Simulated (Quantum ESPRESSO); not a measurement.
# TaAs in Quantum ESPRESSO: further runs

One sheet, TaAs, is run at these levels: LDA, vdW-DF-cx, BEEF-vdW; tasks: projected density of states, work function.

Program: Quantum ESPRESSO 7.5. These are calculated values, not measurements. Logs are shortened: lines on timing, memory, paths and dates and some standing lists are left out, and cuts for length are marked.

**1. Starting point**

The cell holds a sheet with vacuum, 2 atoms: a = 3.326 Å, b = 3.326 Å, c = 25.740 Å, α = 90.00°, β = 90.00°, γ = 90.00°.

The cell was built by a generator and needn't be a form met in nature.

**2. Projected density of states, LDA**

File pw.in:

```
&CONTROL
  calculation = 'scf'
  prefix = 'pwscf'
  outdir = './tmp'
  pseudo_dir = './pseudo'
  tprnfor = .true.
  disk_io = 'low'
  tefield = .true.
  dipfield = .true.
/
&SYSTEM
  ibrav = 0
  celldm(1) = 8
  nat = 2
  ntyp = 2
  ecutwfc = 36
  ecutrho = 216
  nbnd = 21
  occupations = 'smearing'
  smearing = 'mp'
  degauss = 0.00734986
  edir = 3
  emaxpos = 0.772
  eopreg = 0.0388
  eamp = 0
/
&ELECTRONS
  conv_thr = 2d-09
  electron_maxstep = 150
  mixing_beta = 0.3
  mixing_mode = 'local-TF'
  tqr = .true.
/
ATOMIC_SPECIES
Ta   180.9479 Ta.LDA_PW-JTH.UPF
As    74.9216 As.LDA_PW-JTH.UPF
CELL_PARAMETERS alat
  0.7856205661060   0.0000000000000  -0.0000000000000
  0.0000000000000   0.7856205661060   0.0000000000000
 -0.0000000000000   0.0000000000000   6.0802623085554
ATOMIC_POSITIONS crystal
Ta     0.0000000000    0.0000000000    0.2717800000
As     0.5000000000    0.5000000000    0.3109600000
K_POINTS automatic
8 8 1 0 0 0
```

File pp_density.in:

```
&INPUTPP
  prefix = 'pwscf'
  outdir = './tmp'
  filplot = 'density.dat'
  plot_num = 0
/
&PLOT
  nfile = 1
  filepp(1) = 'density.dat'
  iflag = 3
  output_format = 6
  fileout = 'density.cube'
/
```

File pp_potential.in:

```
&INPUTPP
  prefix = 'pwscf'
  outdir = './tmp'
  filplot = 'potential.dat'
  plot_num = 11
/
&PLOT
  nfile = 1
  filepp(1) = 'potential.dat'
  iflag = 3
  output_format = 6
  fileout = 'potential.cube'
/
```

File nscf.in:

```
&CONTROL
  calculation = 'nscf'
  prefix = 'pwscf'
  outdir = './tmp'
  pseudo_dir = './pseudo'
  disk_io = 'low'
  tefield = .true.
  dipfield = .true.
/
&SYSTEM
  ibrav = 0
  celldm(1) = 8
  nat = 2
  ntyp = 2
  ecutwfc = 36
  ecutrho = 216
  nbnd = 21
  occupations = 'tetrahedra_opt'
  edir = 3
  emaxpos = 0.772
  eopreg = 0.0388
  eamp = 0
/
&ELECTRONS
  conv_thr = 1d-08
  electron_maxstep = 150
  mixing_beta = 0.3
  mixing_mode = 'local-TF'
  tqr = .true.
  startingwfc = 'random'
/
ATOMIC_SPECIES
Ta   180.9479 Ta.LDA_PW-JTH.UPF
As    74.9216 As.LDA_PW-JTH.UPF
CELL_PARAMETERS alat
  0.7856205661060   0.0000000000000  -0.0000000000000
  0.0000000000000   0.7856205661060   0.0000000000000
 -0.0000000000000   0.0000000000000   6.0802623085554
ATOMIC_POSITIONS crystal
Ta     0.0000000000    0.0000000000    0.2717800000
As     0.5000000000    0.5000000000    0.3109600000
K_POINTS automatic
12 12 2 0 0 0
```

File projwfc.in:

```
&PROJWFC
  prefix = 'pwscf'
  outdir = './tmp'
  filpdos = 'p'
  Emin = -17
  Emax = 8
  DeltaE = 0.05
/
```

Potentials or basis: JTH 2.0 LDA.

Launch:

```sh
> OMP_NUM_THREADS=1 mpirun -n 2 pw.x -nk 2 -in pw.in > pw.out
> OMP_NUM_THREADS=1 mpirun -n 1 pp.x -in pp_density.in > pp_density.out
> OMP_NUM_THREADS=1 mpirun -n 1 pp.x -in pp_potential.in > pp_potential.out
> OMP_NUM_THREADS=1 mpirun -n 2 pw.x -nk 2 -in nscf.in > nscf.out
> OMP_NUM_THREADS=1 mpirun -n 1 projwfc.x -in projwfc.in > projwfc.out
```

pw.out:

```text
This program is part of the open-source Quantum ESPRESSO suite
     for quantum simulation of materials; please cite
         "P. Giannozzi et al., J. Phys.:Condens. Matter 21 395502 (2009);
         "P. Giannozzi et al., J. Phys.:Condens. Matter 29 465901 (2017);
         "P. Giannozzi et al., J. Chem. Phys. 152 154105 (2020);
     in publications or presentations arising from this work. More details at

     Presently no symmetry can be used with electric field

     file Ta.LDA_PW-JTH.UPF: wavefunction(s)  5S 6S 5P 6P 5D 0D renormalized
     file As.LDA_PW-JTH.UPF: wavefunction(s)  4S 0S 0P 3D 0D renormalized

     K-points division:     npool     =       2
     Subspace diagonalization in iterative solution of the eigenvalue problem:
     a serial algorithm will be used

     G-vector sticks info
     --------------------
     sticks:   dense  smooth     PW     G-vecs:    dense   smooth      PW
     Sum         673     441    145               103035    55793    9735

     Using Slab Decomposition

     bravais-lattice index     =            0
     lattice parameter (alat)  =       8.0000  a.u.
     unit-cell volume          =    1921.4008 (a.u.)^3
     number of atoms/cell      =            2
     number of atomic types    =            2
     number of electrons       =        28.00
     number of Kohn-Sham states=           21
     kinetic-energy cutoff     =      36.0000  Ry
     charge density cutoff     =     216.0000  Ry
     scf convergence threshold =      2.0E-09
     mixing beta               =       0.3000
     number of iterations used =            8  local-TF  mixing
     Exchange-correlation= SLA PW NOGX NOGC
                           (   1   4   0   0   0   0   0)

     celldm(1)=   8.000000  celldm(2)=   0.000000  celldm(3)=   0.000000
     celldm(4)=   0.000000  celldm(5)=   0.000000  celldm(6)=   0.000000

     crystal axes: (cart. coord. in units of alat)
               a(1) = (   0.785621   0.000000  -0.000000 )
               a(2) = (   0.000000   0.785621   0.000000 )
               a(3) = (  -0.000000   0.000000   6.080262 )

     reciprocal axes: (cart. coord. in units 2 pi/alat)
               b(1) = (  1.272879 -0.000000  0.000000 )
               b(2) = ( -0.000000  1.272879 -0.000000 )
               b(3) = (  0.000000 -0.000000  0.164467 )

     PseudoPot. # 1 for Ta read from file:
     Ta.LDA_PW-JTH.UPF
     Pseudo is Projector augmented-wave + core cor, Zval = 13.0
     Generated using ATOMPAW code
     Shape of augmentation charge: SINC**2
     Using radial grid of 1120 points,  6 beta functions with:
                l(1) =   0
                l(2) =   0
                l(3) =   1
                l(4) =   1
                l(5) =   2
                l(6) =   2
     Q(r) pseudized with 0 coefficients

     PseudoPot. # 2 for As read from file:
     As.LDA_PW-JTH.UPF
     Pseudo is Projector augmented-wave + core cor, Zval = 15.0
     Generated using ATOMPAW code
     Shape of augmentation charge: BESSEL
     Using radial grid of 1057 points,  6 beta functions with:
                l(1) =   0
                l(2) =   0
                l(3) =   1
                l(4) =   1
                l(5) =   2
                l(6) =   2
     Q(r) pseudized with 0 coefficients

     atomic species   valence    mass     pseudopotential
     Ta               13.00   180.94790     Ta( 1.00)
     As               15.00    74.92160     As( 1.00)

     No symmetry found

   Cartesian axes

     site n.     atom                  positions (alat units)
         1        Ta     tau(   1) = (   0.0000000   0.0000000   1.6524937  )
         2        As     tau(   2) = (   0.3928103   0.3928103   1.8907184  )

     number of k points=    34  Methfessel-Paxton smearing, width (Ry)=  0.0073
                       cart. coord. in units 2pi/alat
        k(    1) = (   0.0000000   0.0000000   0.0000000), wk =   0.0312500
        k(    2) = (   0.0000000   0.1591099   0.0000000), wk =   0.0625000
        k(    3) = (   0.0000000   0.3182198   0.0000000), wk =   0.0625000
        k(    4) = (   0.0000000   0.4773297   0.0000000), wk =   0.0625000
        k(    5) = (   0.0000000  -0.6364396   0.0000000), wk =   0.0312500
        k(    6) = (   0.1591099   0.0000000   0.0000000), wk =   0.0625000
[... 26 lines left out ...]
        k(   33) = (  -0.6364396   0.4773297   0.0000000), wk =   0.0625000
        k(   34) = (  -0.6364396  -0.6364396   0.0000000), wk =   0.0312500

     Dense  grid:   103035 G-vectors     FFT dimensions: (  30,  30, 240)

     Smooth grid:    55793 G-vectors     FFT dimensions: (  25,  25, 192)
     Real space treatment of Q(r)

     Check: negative core charge=   -0.000008

     Initializing real-space augmentation for DENSE grid
     Message from routine real_space_q:
     integrated real space q too different from target q
     Largest difference:   0.000351 for atom type # 1

     Initial potential from superposition of free atoms

     starting charge      27.9991, renormalised to      28.0000

     negative rho (up, down):  1.134E-03 0.000E+00

     Adding external electric field

     Computed dipole along edir(3) :
        Dipole               -0.0005 Ry au,         -0.0013 Debye
        Dipole field         -0.0000 Ry au,

        Potential amp.        0.0003 Ry
        Total length         46.7548 bohr

     Starting wfcs are   36 randomized atomic wfcs
     Checking if some PAW data can be deallocated...

     Self-consistent Calculation

     iteration #  1     ecut=    36.00 Ry     beta= 0.30
     Davidson diagonalization with overlap
     ethr =  1.00E-02,  avg # of iterations =  5.4

     Threshold (ethr) on eigenvalues was too large:
     Diagonalizing with lowered threshold

     Davidson diagonalization with overlap
     ethr =  8.74E-04,  avg # of iterations =  1.1

     negative rho (up, down):  5.163E-04 0.000E+00

     Adding external electric field

     Computed dipole along edir(3) :
        Dipole               -0.0020 Ry au,         -0.0051 Debye
        Dipole field         -0.0000 Ry au,

        Potential amp.        0.0012 Ry
        Total length         46.7548 bohr

     total energy              =   -1059.42081884 Ry
     estimated scf accuracy    <       0.25782240 Ry

     iteration #  2     ecut=    36.00 Ry     beta= 0.30
     Davidson diagonalization with overlap
     ethr =  9.21E-04,  avg # of iterations =  1.1

     negative rho (up, down):  1.234E-04 0.000E+00

     Adding external electric field

     Computed dipole along edir(3) :
        Dipole               -0.0084 Ry au,         -0.0212 Debye
        Dipole field         -0.0001 Ry au,

        Potential amp.        0.0051 Ry
        Total length         46.7548 bohr
[... 376 lines left out ...]
        Potential amp.        0.0238 Ry
        Total length         46.7548 bohr

     total energy              =   -1059.39136730 Ry
     estimated scf accuracy    <          2.3E-09 Ry

     iteration # 24     ecut=    36.00 Ry     beta= 0.30
     Davidson diagonalization with overlap
     ethr =  8.27E-12,  avg # of iterations =  2.0

     negative rho (up, down):  1.193E-03 0.000E+00

     Adding external electric field

     Computed dipole along edir(3) :
        Dipole               -0.0389 Ry au,         -0.0990 Debye
        Dipole field         -0.0003 Ry au,

        Potential amp.        0.0238 Ry
        Total length         46.7548 bohr

     End of self-consistent calculation

          k = 0.0000 0.0000 0.0000 (  6957 PWs)   bands (ev):

   -70.6195 -37.4783 -37.4609 -37.4607 -37.4032 -37.3885 -37.1339 -36.8989
   -36.8988 -14.4885  -6.3716  -4.3906  -2.9463  -2.9463  -2.7861  -0.4499
     1.0605   1.5910   1.5910   1.7037   1.9838

          k = 0.0000 0.1591 0.0000 (  6958 PWs)   bands (ev):

   -70.6185 -37.4729 -37.4672 -37.4591 -37.4071 -37.3877 -37.1368 -36.9308
   -36.8853 -14.2933  -6.2335  -4.7421  -3.2715  -3.1175  -2.1730  -0.8235
     0.5094   1.3188   1.9405   2.2056   2.3272

          k = 0.0000 0.3182 0.0000 (  6956 PWs)   bands (ev):

   -70.6160 -37.4848 -37.4637 -37.4499 -37.4128 -37.3862 -37.1444 -37.0074
   -36.8544 -13.7656  -6.4855  -5.1251  -3.6125  -2.9855  -1.4926  -1.0241
    -0.5014   1.2255   2.5914   2.7881   3.1693

          k = 0.0000 0.4773 0.0000 (  6952 PWs)   bands (ev):

   -70.6135 -37.5032 -37.4574 -37.4347 -37.4154 -37.3865 -37.1530 -37.0833
   -36.8257 -13.1068  -7.5658  -4.5361  -4.1072  -2.7300  -1.1352  -0.9019
    -0.7959   1.0662   3.5510   3.7496   4.0377

          k = 0.0000-0.6364 0.0000 (  6936 PWs)   bands (ev):

   -70.6125 -37.5108 -37.4541 -37.4277 -37.4161 -37.3875 -37.1568 -37.1146
   -36.8144 -12.7624  -8.1038  -4.2997  -4.1642  -2.5627  -1.5855  -0.8074
    -0.5980   1.5492   3.6197   4.1747   4.8064
[... 123 lines left out ...]
   -70.6067 -37.5340 -37.5097 -37.4810 -37.4198 -37.3705 -37.0689 -37.0311
   -36.9769 -12.5590  -6.5715  -6.2980  -3.6402  -2.1214  -1.4200  -1.3050
     1.4569   2.9558   3.2370   3.3491   5.6408

          k = 0.4773-0.4773 0.0000 (  7064 PWs)   bands (ev):

   -70.6077 -37.5305 -37.5095 -37.4661 -37.4200 -37.3724 -37.0896 -36.9999
   -36.9847 -12.6420  -6.5535  -6.1589  -3.8400  -2.2449  -1.5468  -1.4257
     1.7460   2.2800   3.2645   3.6117   5.8021

          k = 0.4773-0.3182 0.0000 (  7031 PWs)   bands (ev):

   -70.6101 -37.5231 -37.4908 -37.4478 -37.4200 -37.3773 -37.1172 -37.0286
   -36.9217 -12.8380  -6.7608  -5.8100  -3.9899  -2.2161  -1.9596  -1.3698
     1.1063   2.0152   2.7997   4.1745   4.6232

          k = 0.4773-0.1591 0.0000 (  6989 PWs)   bands (ev):

   -70.6125 -37.5106 -37.4655 -37.4395 -37.4180 -37.3830 -37.1416 -37.0668
   -36.8541 -13.0289  -7.3124  -5.1132  -3.9092  -2.5592  -1.6863  -1.1687
     0.1134   1.4916   2.9849   3.7915   4.0943

          k =-0.6364 0.0000 0.0000 (  6936 PWs)   bands (ev):

   -70.6125 -37.5108 -37.4541 -37.4277 -37.4161 -37.3875 -37.1568 -37.1146
   -36.8144 -12.7624  -8.1038  -4.2997  -4.1642  -2.5627  -1.5855  -0.8074
    -0.5980   1.5492   3.6197   4.1747   4.8062

          k =-0.6364 0.1591 0.0000 (  6978 PWs)   bands (ev):

   -70.6115 -37.5193 -37.4642 -37.4327 -37.4194 -37.3831 -37.1420 -37.0985
   -36.8421 -12.7257  -7.8293  -5.2030  -3.3117  -2.4424  -1.6868  -1.6401
     0.3402   1.6803   2.8392   4.6060   4.9843

          k =-0.6364 0.3182 0.0000 (  7064 PWs)   bands (ev):

   -70.6091 -37.5330 -37.4883 -37.4504 -37.4206 -37.3761 -37.1072 -37.0631
   -36.9082 -12.6397  -7.1662  -5.9335  -3.0639  -2.3583  -1.8686  -1.7019
     1.1074   2.2154   2.6529   4.8720   5.1476

          k =-0.6364 0.4773 0.0000 (  7084 PWs)   bands (ev):

   -70.6067 -37.5340 -37.5097 -37.4810 -37.4198 -37.3705 -37.0689 -37.0311
   -36.9769 -12.5590  -6.5715  -6.2980  -3.6402  -2.1214  -1.4200  -1.3050
     1.4569   2.9558   3.2370   3.3491   5.6408

          k =-0.6364-0.6364 0.0000 (  7040 PWs)   bands (ev):

   -70.6057 -37.5179 -37.5178 -37.5106 -37.4193 -37.3683 -37.0391 -37.0186
   -37.0185 -12.5277  -6.3778  -6.3778  -3.9709  -1.7312  -1.1043  -1.1043
     1.5091   1.9585   4.2093   4.2459   5.1500

     the Fermi energy is    -2.1993 ev

!    total energy              =   -1059.39136724 Ry
     total all-electron energy =     -1059.391367 Ry
     estimated scf accuracy    <          5.9E-10 Ry
     smearing contrib. (-TS)   =      -0.00034773 Ry
     internal energy E=F+TS    =   -1059.39101951 Ry

     The total energy is F=E-TS. E is the sum of the following terms:
     one-electron contribution =   -1835.83768927 Ry
     hartree contribution      =     894.18751856 Ry
     xc contribution           =     -48.47311527 Ry
     ewald contribution        =     627.82739149 Ry
     electric field correction =       0.00000992 Ry
     one-center paw contrib.   =    -697.09513494 Ry

     convergence has been achieved in  24 iterations

     negative rho (up, down):  1.193E-03 0.000E+00

     Forces acting on atoms (cartesian axes, Ry/au):

     atom    1 type  1   force =     0.00000029    0.00000396    0.01977937
     atom    2 type  2   force =    -0.00000029   -0.00000396   -0.01977937

     Total force =     0.027972     Total SCF correction =     0.000034

=------------------------------------------------------------------------------=
   JOB DONE.
=------------------------------------------------------------------------------=
```

Run time: 3.5 min. Hardware: 2 MPI ranks of Intel Xeon Platinum 8488C (Sapphire Rapids), shared host; peak memory 0.52 GiB.

Results:

```
Free energy                     : -14413.7538 eV
Largest force                   : 0.509 eV/Å
Band gap on the k mesh          : none (metal or under the smearing width)
Dipole across the slab          : -0.10 D
Work function of the upper face : 5.02 eV
Work function of the lower face : 4.69 eV
```

Forces on the atoms (eV/Å):
```
Ta   0.000  0.000  0.509
As   0.000  0.000 -0.509
```

Levels at points of the mesh, in eV from the Fermi level:
```tsv
k point	band 10	band 11	band 12	band 13	band 14	band 15	band 16	band 17	band 18	band 19
(0.00, 0.00, 0.00)	-12.29	-4.17	-2.19	-0.75	-0.75	-0.59	1.75	3.26	3.79	3.79
(0.00, -0.50, 0.00)	-10.56	-5.90	-2.10	-1.96	-0.36	0.61	1.39	1.60	3.75	5.82
(-0.50, 0.00, 0.00)	-10.56	-5.90	-2.10	-1.96	-0.36	0.61	1.39	1.60	3.75	5.82
(-0.50, -0.50, 0.00)	-10.33	-4.18	-4.18	-1.77	0.47	1.10	1.10	3.71	4.16	6.41
```

States per cell in windows of 0.5 eV (zero at the Fermi level; states under -8 eV left out):
```
from (eV)  total  Ta#1 d wfc5  As#2 p wfc3  Ta#1 p wfc4  Ta#1 d wfc6  Ta#1 s wfc2  As#2 d wfc6
     -8.0   0.00         0.00         0.00         0.00         0.00         0.00         0.00
     -7.5   0.00         0.00         0.00         0.00         0.00         0.00         0.00
     -7.0   0.00         0.00         0.00         0.00         0.00         0.00         0.00
     -6.5   0.00         0.00         0.00         0.00         0.00         0.00         0.00
     -6.0   0.18         0.04         0.09         0.00         0.01         0.03         0.00
     -5.5   0.29         0.07         0.14         0.01         0.02         0.04         0.00
     -5.0   0.38         0.10         0.19         0.02         0.02         0.05         0.00
     -4.5   0.78         0.24         0.38         0.05         0.02         0.05         0.00
     -4.0   0.88         0.32         0.39         0.06         0.02         0.04         0.00
     -3.5   0.40         0.19         0.17         0.01         0.01         0.00         0.00
     -3.0   0.91         0.38         0.40         0.06         0.04         0.01         0.00
     -2.5   0.55         0.24         0.21         0.03         0.02         0.02         0.00
     -2.0   0.85         0.28         0.39         0.05         0.04         0.03         0.00
     -1.5   0.62         0.16         0.32         0.05         0.03         0.02         0.00
     -1.0   0.65         0.39         0.15         0.05         0.03         0.02         0.00
     -0.5   1.29         0.98         0.07         0.13         0.02         0.06         0.01
      0.0   1.41         1.07         0.07         0.12         0.03         0.09         0.01
      0.5   1.47         1.04         0.16         0.14         0.05         0.03         0.01
      1.0   1.09         0.79         0.11         0.05         0.08         0.01         0.01
      1.5   0.61         0.38         0.07         0.07         0.04         0.01         0.01
      2.0   0.38         0.19         0.05         0.07         0.04         0.00         0.01
      2.5   0.53         0.22         0.09         0.12         0.06         0.00         0.01
      3.0   0.54         0.22         0.08         0.10         0.06         0.02         0.02
      3.5   1.31         0.56         0.18         0.16         0.18         0.08         0.05
      4.0   1.08         0.29         0.14         0.14         0.15         0.05         0.03
      4.5   1.31         0.25         0.17         0.14         0.14         0.05         0.07
      5.0   1.21         0.19         0.18         0.10         0.09         0.02         0.11
      5.5   1.04         0.09         0.10         0.10         0.10         0.07         0.09
      6.0   0.89         0.07         0.09         0.06         0.08         0.10         0.09
      6.5   0.57         0.03         0.04         0.03         0.08         0.04         0.08
```

Caveat: real space augmentation costs some meV and hundredths of eV per Å.

(Part 1 of 2 ends here.)
